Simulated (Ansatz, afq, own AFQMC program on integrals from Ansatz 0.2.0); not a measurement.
# SiHBr (triplet): AFQMC on the coupled-cluster ladder at distance Br1–H2 along a hydrogen transfer = 1.725 Å, cc-pVTZ

How near does AFQMC come to the top of the ladder for SiHBr (triplet)?

Computed with Ansatz 0.2.0, Gaussian basis, and an in-house AFQMC program (afq) on its integrals; all values are calculated. Level: cc-pVTZ, frozen cores.

Plan: PBE (unrestricted); CCSD(T) on UHF; r2SCAN (unrestricted); CCSDT(Q) on UHF; PBE0 (unrestricted); B3LYP (unrestricted); wB97M-V (unrestricted); B2PLYP (unrestricted); Phaseless AFQMC, CISD trial on UHF; Phaseless AFQMC, single-determinant trial on UHF.

**1. The system**

The geometry derives from fragments relaxed apart (PBE0/def2-TZVP) and kept rigid, so it is no stationary point. A hydrogen atom is moved between rigid fragments. No spin-orbit coupling is included. The filled d shell of Br may be among the frozen orbitals whatever the setting's name suggests; the logs give the count.

3 atoms, charge 0, spin multiplicity 3.

Atoms are counted from 1 here; the program's logs count them from 0.

Bond lengths: Br1–H2 1.725 Å, H2–Si3 1.562 Å. Angles: Br1–H2–Si3 180.0°.

**2. PBE (unrestricted)**

The input, in.yaml:

```yaml
crystal:
  periodic: [false, false, false]
  atoms:
    - {symbol: Br, position_ang: [0.000000, 0.000000, -1.670667]}
    - {symbol: H, position_ang: [0.000000, 0.000000, 0.054333]}
    - {symbol: Si, position_ang: [0.000000, 0.000000, 1.616333]}
basis:
  gaussian: {orbitals: cc-pVTZ}
magnetization: {spin_polarized: true, initial_magnetization: 2}
hamiltonian: {xc: {name: PBE}}
output: {orbitals: {seedname: orbitals}}
```

Run with:

```sh
$ ansatz run in.yaml --threads 1 --pin off --events-out ev --progress --plain --max-ram 5632MiB --backend cpu
```

The program printed:

```text
Functional definition: PBE
  name "PBE"
  cite "Perdew, Burke & Ernzerhof, Phys. Rev. Lett. 77, 3865 (1996) doi:10.1103/PhysRevLett.77.3865"
  parent pbe
  parameter kappa = 0.804
  parameter beta = 0.06672455060314922
  exchange = pbe_x(kappa = kappa, mu = beta*pi^2/3)
  correlation = pbe_c(beta = beta)
709 factors; their error is unknown
mean field evaluation 1: about -77922.8774 eV, gradient 9.9e0 eV
mean field evaluation 2: about -77912.8529 eV, gradient 3.4e1 eV
mean field evaluation 4: about -77923.5887 eV, gradient 3.6e0 eV
mean field evaluation 8: about -77923.6763 eV, gradient 3.0e-2 eV
mean field evaluation 16: about -77923.6520 eV, gradient 3.8e-5 eV
mean field evaluation 32: about -77923.6520 eV, gradient 2.3e-4 eV
mean field evaluation 64: about -77922.9659 eV, gradient 9.3e-1 eV
mean field evaluation 96: about -77922.8517 eV, gradient 1.2e0 eV
mean field -77923.65200630 eV, -2863.6413926833 hartree, gradient 8.3e-6 eV, S^2 2.005204; 10 other end points of the search recorded, 0 dependent functions left out
reference -77923.65203568 eV, -2863.6413937629 hartree; 26, 24 occupied and 65, 67 virtual orbitals, 709 factors
Total energy: -77923.65203568 eV, -2863.6413937629 hartree
```

Wall time 8.5 s (1 thread of AMD EPYC 7R13 (Zen 3), shared host); peak memory 1.7 GiB.

From the report: ⟨S²⟩ of the determinant 2.005 (pure triplet: 2.00).

**3. CCSD(T) on UHF**

in.yaml: that of step 2 with these lines changed.

```diff
@@ -9,3 +9,2 @@
 magnetization: {spin_polarized: true, initial_magnetization: 2}
-hamiltonian: {xc: {name: PBE}}
-output: {orbitals: {seedname: orbitals}}
+correlation: {method: ccsd_t, electrons: outside_noble_gas, hamiltonian_folder: ham}
```

Run with:

```sh
$ ansatz run in.yaml --threads 1 --pin off --events-out ev --progress --plain --max-ram 16896MiB --backend cuda --devices 0, --max-vram 18GiB
```

The program printed, cut to the lines that bear on the results:

```text
Functional definition: HF
  name "HF"
  cite "Fock, Z. Phys. 61, 126 (1930) doi:10.1007/BF01340294"
  parent pbe
[...]
565 factors; integrals over basis functions are off by at most 1.0e-3 eV
[...]
mean field -77875.57751205 eV, -2861.8746876054 hartree, gradient 3.0e-6 eV, S^2 2.037910; 12 other end points of the search recorded, 0 dependent functions left out
determinant -77875.57751205 eV, -2861.8746876054 hartree, with singles and doubles -77883.20567682 eV, -2862.1550174903 hartree
determinant -77874.81834044 eV, -2861.8467885633 hartree, with singles and doubles -77882.25263981 eV, -2862.1199940262 hartree
determinant -77872.60025385 eV, -2861.7652753846 hartree, with singles and doubles -77879.58423053 eV, -2862.0219317938 hartree
19 core orbitals not correlated: weight in the atoms' cores, before any rotation towards them, 1.000 or more for the frozen orbitals, at most 0.000 for the correlated occupied ones
reference -77875.57751205 eV, -2861.8746876054 hartree; 7, 5 occupied and 65, 67 virtual orbitals, 565 factors
second order -6.55744744 eV of doubles, -0.00000000 eV of singles
cycle   1  -7.55134700 eV  change   -2.6e-1 eV  update   1.9e-2
[...]
cycle   9  -7.56240839 eV  change    5.2e-6 eV  update   1.5e-5
perturbative correction -0.30331722 eV, -0.0111467023 hartree
Total energy: -77883.44323766 eV, -2862.1637476900 hartree
```

Wall time 9 s (1 × NVIDIA H100 80GB HBM3 with 1 thread of AMD EPYC 7R13 (Zen 3), shared host); peak host memory 1.7 GiB.

From the report: ⟨S²⟩ of the determinant 2.038 (pure triplet: 2.00); correlation -7.8657 eV; T1 0.018; largest double amplitude 0.06.

This run also writes the integrals to the folder ham.

**4. r2SCAN (unrestricted)**

in.yaml: that of step 3 with these lines changed.

```diff
@@ -9,2 +9,2 @@
 magnetization: {spin_polarized: true, initial_magnetization: 2}
-correlation: {method: ccsd_t, electrons: outside_noble_gas, hamiltonian_folder: ham}
+hamiltonian: {xc: {name: r2SCAN}}
```

Run with:

```sh
$ ansatz run in.yaml --threads 1 --pin off --events-out ev --progress --plain --max-ram 5632MiB --backend cpu
```

The program printed, cut to the lines that bear on the results:

```text
Functional definition: r2SCAN
  name "r2SCAN"
  cite "Furness, Kaplan, Ning, Perdew & Sun, J. Phys. Chem. Lett. 11, 8208 (2020) doi:10.1021/acs.jpclett.0c02405"
  cite "Furness, Kaplan, Ning, Perdew & Sun, J. Phys. Chem. Lett. 11, 9248 (2020) doi:10.1021/acs.jpclett.0c03077"
  parent r2scan
[...]
709 factors; their error is unknown
[...]
mean field -77936.95882305 eV, -2864.1304091789 hartree, gradient 1.5e-5 eV, S^2 2.010474; 8 other end points of the search recorded, 0 dependent functions left out
reference -77936.95883304 eV, -2864.1304095460 hartree; 26, 24 occupied and 65, 67 virtual orbitals, 709 factors
Total energy: -77936.95883304 eV, -2864.1304095460 hartree
```

Run time: 14 s. Hardware: 1 thread of AMD EPYC 7R13 (Zen 3), shared host; peak memory 1.7 GiB.

From the report: ⟨S²⟩ of the determinant 2.010 (pure triplet: 2.00).

**5. CCSDT(Q) on UHF**

in.yaml: that of step 4 with these lines changed.

```diff
@@ -9,2 +9,2 @@
 magnetization: {spin_polarized: true, initial_magnetization: 2}
-hamiltonian: {xc: {name: r2SCAN}}
+correlation: {method: ccsdt_q, electrons: outside_noble_gas}
```

Run with:

```sh
$ ansatz run in.yaml --threads 1 --pin off --events-out ev --progress --plain --max-ram 16896MiB --backend cuda --devices 0, --max-vram 18GiB
```

The program printed, cut to the lines that bear on the results:

```text
Functional definition: HF
  name "HF"
  cite "Fock, Z. Phys. 61, 126 (1930) doi:10.1007/BF01340294"
  parent pbe
[...]
1013 factors; integrals over basis functions are off by at most 2.5e-7 eV
[...]
mean field -77875.57755021 eV, -2861.8746890079 hartree, gradient 2.1e-6 eV, S^2 2.037910; 12 other end points of the search recorded, 0 dependent functions left out
determinant -77875.57755021 eV, -2861.8746890079 hartree, with singles and doubles -77883.20573520 eV, -2862.1550196357 hartree
determinant -77874.81839101 eV, -2861.8467904218 hartree, with singles and doubles -77882.25270930 eV, -2862.1199965797 hartree
determinant -77872.60031558 eV, -2861.7652776534 hartree, with singles and doubles -77879.58430269 eV, -2862.0219344458 hartree
19 core orbitals not correlated: weight in the atoms' cores, before any rotation towards them, 1.000 or more for the frozen orbitals, at most 0.000 for the correlated occupied ones
reference -77875.57755021 eV, -2861.8746890079 hartree; 7, 5 occupied and 65, 67 virtual orbitals, 1013 factors
second order -6.55747618 eV of doubles, -0.00000000 eV of singles
cycle   1  -7.25246879 eV  change   -6.9e-1 eV  update   8.9e-2
[...]
cycle  21  -7.90676407 eV  change    1.4e-7 eV  update   1.2e-6
perturbative correction -0.01505050 eV, -0.0005530955 hartree
Total energy: -77883.49936478 eV, -2862.1658103237 hartree
```

It took 16 s on 1 × NVIDIA H100 80GB HBM3 with 1 thread of AMD EPYC 7R13 (Zen 3), shared host; peak host memory 1.7 GiB.

From the report: ⟨S²⟩ of the determinant 2.038 (pure triplet: 2.00); correlation -7.9218 eV; T1 0.021; largest double amplitude 0.07.

**6. PBE0 (unrestricted)**

in.yaml: that of step 5 with these lines changed.

```diff
@@ -9,2 +9,3 @@
 magnetization: {spin_polarized: true, initial_magnetization: 2}
-correlation: {method: ccsdt_q, electrons: outside_noble_gas}
+hamiltonian: {xc: {name: PBE0}}
+output: {orbitals: {seedname: orbitals}}
```

Run with:

```sh
$ ansatz run in.yaml --threads 1 --pin off --events-out ev --progress --plain --max-ram 5632MiB --backend cpu
```

The program printed:

```text
Functional definition: PBE0
  name "PBE0"
  cite "Adamo & Barone, J. Chem. Phys. 110, 6158 (1999) doi:10.1063/1.478522"
  cite "Perdew, Burke & Ernzerhof, Phys. Rev. Lett. 77, 3865 (1996) doi:10.1103/PhysRevLett.77.3865"
  parent pbe
  parameter a = 0.25
  parameter kappa = 0.804
  parameter beta = 0.06672455060314922
  exchange = (1 - a)*pbe_x(kappa = kappa, mu = beta*pi^2/3) + a*exact_x
  correlation = pbe_c(beta = beta)
565 factors; integrals over basis functions are off by at most 1.0e-3 eV
mean field evaluation 1: about -77925.9718 eV, gradient 8.3e0 eV
mean field evaluation 2: about -77925.5232 eV, gradient 1.2e1 eV
mean field evaluation 4: about -77926.6649 eV, gradient 7.3e-1 eV
mean field evaluation 8: about -77926.6933 eV, gradient 5.8e-2 eV
mean field evaluation 16: about -77926.6933 eV, gradient 1.1e-4 eV
mean field -77926.69330388 eV, -2863.7531583078 hartree, gradient 2.7e-5 eV, S^2 2.008911; 1 other end points of the search recorded, 0 dependent functions left out
reference -77926.69332616 eV, -2863.7531591264 hartree; 26, 24 occupied and 65, 67 virtual orbitals, 565 factors
Total energy: -77926.69332616 eV, -2863.7531591264 hartree
```

Wall time 3.9 s (1 thread of AMD EPYC 7R13 (Zen 3), shared host); peak memory 1.7 GiB.

From the report: ⟨S²⟩ of the determinant 2.009 (pure triplet: 2.00).

**7. B3LYP (unrestricted)**

in.yaml: that of step 6 with these lines changed.

```diff
@@ -9,3 +9,2 @@
 magnetization: {spin_polarized: true, initial_magnetization: 2}
-hamiltonian: {xc: {name: PBE0}}
-output: {orbitals: {seedname: orbitals}}
+hamiltonian: {xc: {name: B3LYP}}
```

Same command.

The program printed, cut to the lines that bear on the results:

```text
Functional definition: B3LYP
  name "B3LYP"
  cite "Stephens, Devlin, Chabalowski & Frisch, J. Phys. Chem. 98, 11623 (1994) doi:10.1021/j100096a001"
  cite "Becke, Phys. Rev. A 38, 3098 (1988) doi:10.1103/PhysRevA.38.3098"
  cite "Lee, Yang & Parr, Phys. Rev. B 37, 785 (1988) doi:10.1103/PhysRevB.37.785"
  cite "Vosko, Wilk & Nusair, Can. J. Phys. 58, 1200 (1980) doi:10.1139/p80-159"
[...]
565 factors; integrals over basis functions are off by at most 1.0e-3 eV
[...]
mean field -77939.60261243 eV, -2864.2275666468 hartree, gradient 2.9e-5 eV, S^2 2.006138; 3 other end points of the search recorded, 0 dependent functions left out
reference -77939.60280801 eV, -2864.2275738343 hartree; 26, 24 occupied and 65, 67 virtual orbitals, 565 factors
Total energy: -77939.60280801 eV, -2864.2275738343 hartree
```

Wall time 4.5 s (1 thread of AMD EPYC 7R13 (Zen 3), shared host); peak memory 1.8 GiB.

From the report: ⟨S²⟩ of the determinant 2.006 (pure triplet: 2.00).

**8. wB97M-V (unrestricted)**

in.yaml: that of step 7 with these lines changed.

```diff
@@ -9,2 +9,3 @@
 magnetization: {spin_polarized: true, initial_magnetization: 2}
-hamiltonian: {xc: {name: B3LYP}}
+hamiltonian: {xc: {name: wB97M-V}}
+output: {orbitals: {seedname: orbitals}}
```

Same command.

The program printed, cut to the lines that bear on the results:

```text
Functional definition: wB97M-V
  name "wB97M-V"
  cite "Mardirossian & Head-Gordon, J. Chem. Phys. 144, 214110 (2016) doi:10.1063/1.4952647"
  cite "Becke, J. Chem. Phys. 107, 8554 (1997) doi:10.1063/1.475007"
  cite "Vydrov & Van Voorhis, J. Chem. Phys. 133, 244103 (2010) doi:10.1063/1.3521275"
  # Of w^i u^j: cxij and so on, Table III.
[...]
  gx(w, u) = 1 - cx + cx01*u + cx10*w
  gss(w, u) = css00 + css04*u^4 + css10*w + css20*w^2 + css43*w^4*u^3
  gos(w, u) = cos00 + cos10*w + (cos20 + cos21*u)*w^2 + (cos60 + cos61*u)*w^6
[...]
      + integral(e_c_pw_mod_opposite_spin*gos(b97_w_opposite, b97_u_opposite)) + vv10(b, c)
565 factors; integrals over basis functions are off by at most 1.0e-3 eV
124 factors; integrals over basis functions are off by at most 1.3e-4 eV
[...]
mean field -77933.45166536 eV, -2864.0015235113 hartree, gradient 6.0e-5 eV, S^2 2.007084; 1 other end points of the search recorded, 0 dependent functions left out
reference -77933.45169658 eV, -2864.0015246584 hartree; 26, 24 occupied and 65, 67 virtual orbitals, 565 factors
Total energy: -77933.45169658 eV, -2864.0015246584 hartree
```

Wall time 13 s (1 thread of AMD EPYC 7R13 (Zen 3), shared host); peak memory 1.8 GiB.

From the report: ⟨S²⟩ of the determinant 2.007 (pure triplet: 2.00).

**9. B2PLYP (unrestricted)**

in.yaml: that of step 8 with these lines changed.

```diff
@@ -9,3 +9,3 @@
 magnetization: {spin_polarized: true, initial_magnetization: 2}
-hamiltonian: {xc: {name: wB97M-V}}
-output: {orbitals: {seedname: orbitals}}
+hamiltonian: {xc: {name: B2PLYP}}
+correlation: {electrons: outside_noble_gas}
```

Same command.

The program printed, cut to the lines that bear on the results:

```text
Functional definition: B2PLYP
  name "B2PLYP"
  cite "Grimme, J. Chem. Phys. 124, 034108 (2006) doi:10.1063/1.2148954"
  cite "Becke, Phys. Rev. A 38, 3098 (1988) doi:10.1103/PhysRevA.38.3098"
  cite "Lee, Yang & Parr, Phys. Rev. B 37, 785 (1988) doi:10.1103/PhysRevB.37.785"
[...]
565 factors; integrals over basis functions are off by at most 1.0e-3 eV
[...]
mean field -77921.23922540 eV, -2863.5527246207 hartree, gradient 8.7e-6 eV, S^2 2.015344; 2 other end points of the search recorded, 0 dependent functions left out
19 core orbitals not correlated: weight in the atoms' cores, before any rotation towards them, 1.000 or more for the frozen orbitals, at most 0.000 for the correlated occupied ones
reference -77921.23935043 eV, -2863.5527292152 hartree; 7, 5 occupied and 65, 67 virtual orbitals, 565 factors
second order -8.17472605 eV of doubles, -0.00000000 eV of singles
Total energy: -77923.44652646 eV, -2863.6338414384 hartree
```

It took 5.5 s on 1 thread of AMD EPYC 7R13 (Zen 3), shared host; peak memory 1.8 GiB.

From the report: ⟨S²⟩ of the determinant 2.015 (pure triplet: 2.00).

**10. Phaseless AFQMC, CISD trial on UHF**

It reads the integrals that the CCSD(T) run on this determinant wrote.

Run with:

```sh
$ afq ham --method phaseless --trial cisd --walkers 2700 --populations 20 --least-time 60 --time-step 0.005 --steps-per-block 50 --equilibration-blocks 28 --max-blocks 4000 --target-error 0.00021 --factor-cut 1e-05 --start spin_pure --seed 5550 --release-times 0.24,0.51,0.99,1.62,2.4 --release-step 0.03 --release-every 3 --taylor-order 6
```

The program printed:

```text
orbitals 72  electrons 7 5  factors 493 of 565
reference energy -2861.87468761 Eh
CCSD correlation -0.27791348 Eh in 13 cycles, weight of the determinant in the CISD state 0.8526
energy of the start -2862.151114 Eh
 block  time / (1/Eh)  mean weight  energy / Eh
     1     0.250  1.0000  -2862.147612
     2     0.500  0.9999  -2862.150744
     3     0.750  0.9999  -2862.154005
     4     1.000  1.0001  -2862.156872
     5     1.250  1.0005  -2862.158774
     6     1.500  1.0005  -2862.160354
     7     1.750  0.9997  -2862.162469
     8     2.000  0.9995  -2862.162771
     9     2.250  0.9999  -2862.162647
    10     2.500  0.9998  -2862.163898
    11     2.750  0.9997  -2862.163976
    13     3.250  1.0002  -2862.163650
    15     3.750  1.0006  -2862.164218
    17     4.250  0.9998  -2862.165211
    19     4.750  0.9995  -2862.164577
    21     5.250  1.0002  -2862.164977
    23     5.750  1.0002  -2862.165574
    25     6.250  0.9999  -2862.164752
    27     6.750  1.0000  -2862.164366
    29     7.250  0.9997  -2862.164982
    31     7.750  0.9999  -2862.165167
    33     8.250  0.9997  -2862.165246
    35     8.750  1.0001  -2862.165673
    37     9.250  0.9997  -2862.159676
    39     9.750  1.0000  -2862.166346
    41    10.250  1.0000  -2862.165811
    43    10.750  1.0001  -2862.163782
    45    11.250  0.9999  -2862.164762
    47    11.750  0.9999  -2862.164399
    49    12.250  0.9999  -2862.165196
    51    12.750  0.9999  -2862.164319
    53    13.250  1.0004  -2862.164573
    55    13.750  1.0002  -2862.164919
    57    14.250  0.9999  -2862.165338
    59    14.750  1.0002  -2862.165562
    61    15.250  1.0002  -2862.165197
    63    15.750  1.0004  -2862.164956
    65    16.250  1.0000  -2862.165313
    67    16.750  1.0004  -2862.164293
    69    17.250  1.0003  -2862.165292
    71    17.750  0.9999  -2862.164366
    73    18.250  0.9999  -2862.163775
    75    18.750  1.0000  -2862.163680
    77    19.250  1.0003  -2862.164032
    79    19.750  1.0000  -2862.165075
    81    20.250  1.0005  -2862.164044
    83    20.750  1.0000  -2862.165551
    85    21.250  1.0000  -2862.165849
    87    21.750  1.0000  -2862.165334
error from the spread of 20 populations
released: time / (1/Eh)  energy / Eh  error  mean overlap
  0.24  -2862.165290  0.000136  0.9966
  0.51  -2862.165477  0.000101  0.9955
  0.99  -2862.165747  0.000115  0.9868
  1.62  -2862.165712  0.000174  0.9882
  2.40  -2862.165439  0.000180  0.9914
energy -2862.164864 +/- 0.000209 Eh
```

Wall time 1.9 min (1 × NVIDIA H100 80GB HBM3 with 2 threads of AMD EPYC 7R13 (Zen 3), shared host); peak host memory 1.8 GiB.

Energy -77883.4736 ± 0.0057 eV. Caveats: constraint bias not in the error.

**11. Phaseless AFQMC, single-determinant trial on UHF**

It reads the integrals that the CCSD(T) run on this determinant wrote.

Run with:

```sh
$ afq ham --method phaseless --trial hf --walkers 2700 --populations 20 --least-time 40 --time-step 0.005 --steps-per-block 20 --equilibration-blocks 112 --max-blocks 4000 --target-error 0.0010500000000000002 --factor-cut 1e-05 --start spin_pure --seed 1081 --taylor-order 6
```

The program printed:

```text
orbitals 72  electrons 7 5  factors 493 of 565
reference energy -2861.87468761 Eh
CCSD correlation -0.27791348 Eh in 13 cycles, weight of the determinant in the CISD state 0.8526
energy of the start -2861.875405 Eh
 block  time / (1/Eh)  mean weight  energy / Eh
     1     0.100  1.0010  -2861.933443
     2     0.200  1.0017  -2861.975362
     3     0.300  1.0017  -2862.008952
     4     0.400  1.0017  -2862.033221
     5     0.500  1.0012  -2862.054568
     6     0.600  1.0014  -2862.072330
     7     0.700  1.0013  -2862.085603
     8     0.800  1.0008  -2862.094861
     9     0.900  1.0009  -2862.104306
    10     1.000  1.0008  -2862.113314
    11     1.100  1.0003  -2862.118412
    16     1.600  1.0005  -2862.142528
    21     2.100  1.0001  -2862.152428
    26     2.600  1.0004  -2862.158410
    31     3.100  1.0006  -2862.159579
    36     3.600  1.0003  -2862.163843
    41     4.100  0.9998  -2862.164742
    46     4.600  0.9996  -2862.166451
    51     5.100  0.9997  -2862.162294
    56     5.600  1.0002  -2862.159141
    61     6.100  1.0002  -2862.157052
    66     6.600  1.0005  -2862.162134
    71     7.100  1.0002  -2862.162411
    76     7.600  1.0001  -2862.160912
    81     8.100  1.0001  -2862.161665
    86     8.600  1.0000  -2862.161663
    91     9.100  1.0008  -2862.160613
    96     9.600  0.9999  -2862.167776
   101    10.100  1.0004  -2862.164724
   106    10.600  0.9994  -2862.164496
   111    11.100  0.9992  -2862.161255
   116    11.600  1.0002  -2862.161836
   121    12.100  0.9998  -2862.162823
   126    12.600  0.9996  -2862.167705
   131    13.100  1.0002  -2862.170012
   136    13.600  0.9998  -2862.164179
   141    14.100  0.9997  -2862.164849
   146    14.600  1.0000  -2862.163189
   151    15.100  0.9996  -2862.158711
   156    15.600  0.9997  -2862.164526
   161    16.100  1.0001  -2862.167521
   166    16.600  1.0002  -2862.165134
   171    17.100  1.0004  -2862.164045
   176    17.600  1.0003  -2862.161408
   181    18.100  0.9995  -2862.161612
   186    18.600  0.9997  -2862.162754
   191    19.100  0.9999  -2862.160029
   196    19.600  1.0000  -2862.159832
   201    20.100  1.0004  -2862.163955
error from the spread of 20 populations
energy -2862.164004 +/- 0.001034 Eh
```

It took 56 s on 1 × NVIDIA H100 80GB HBM3 with 2 threads of AMD EPYC 7R13 (Zen 3), shared host; peak host memory 1.8 GiB.

Energy -77883.4502 ± 0.0281 eV. Caveats: constraint bias not in the error.

**12. AFQMC on the ladder**

On the UHF determinant, counted from CCSDT(Q) (a yardstick, not exact):

| level | energy (eV) | from CCSDT(Q) (kcal/mol) | statistical error (kcal/mol) | time |
| --- | --- | --- | --- | --- |
| HF | -77875.5775 | +182.68 |  |  |
| MP2 | -77882.1350 | +31.46 |  |  |
| CCSD | -77883.1399 | +8.29 |  |  |
| CCSD(T) | -77883.4432 | +1.29 |  |  |
| CCSDT(Q) | -77883.4994 | 0.00 |  |  |
| Phaseless AFQMC, CISD trial, step 0.005, 2700 walkers | -77883.4736 | +0.59 | 0.13 | 1.9 min |
| Phaseless AFQMC, single-determinant trial, step 0.005, 2700 walkers | -77883.4502 | +1.13 | 0.65 | 56 s |

The functionals' totals stand on their own zeros and serve differences with other points: PBE -77923.652 eV; r2SCAN -77936.959 eV; PBE0 -77926.693 eV; B3LYP -77939.603 eV; wB97M-V -77933.452 eV; B2PLYP -77923.447 eV.

**13. Summary of results**

| quantity | value |
| --- | --- |
| CCSD(T) on UHF from CCSDT(Q) | +1.29 kcal/mol |
| Phaseless AFQMC, CISD trial on UHF from CCSDT(Q) | +0.59 ± 0.13 kcal/mol |
| Phaseless AFQMC, single-determinant trial on UHF from CCSDT(Q) | +1.13 ± 0.65 kcal/mol |

What this shows: On UHF the phaseless walk with the CISD trial lies +0.59 kcal/mol from CCSDT(Q), 5 times its error bar. Error bars are statistical and leave out the constraint, the time step and what remains of the start.
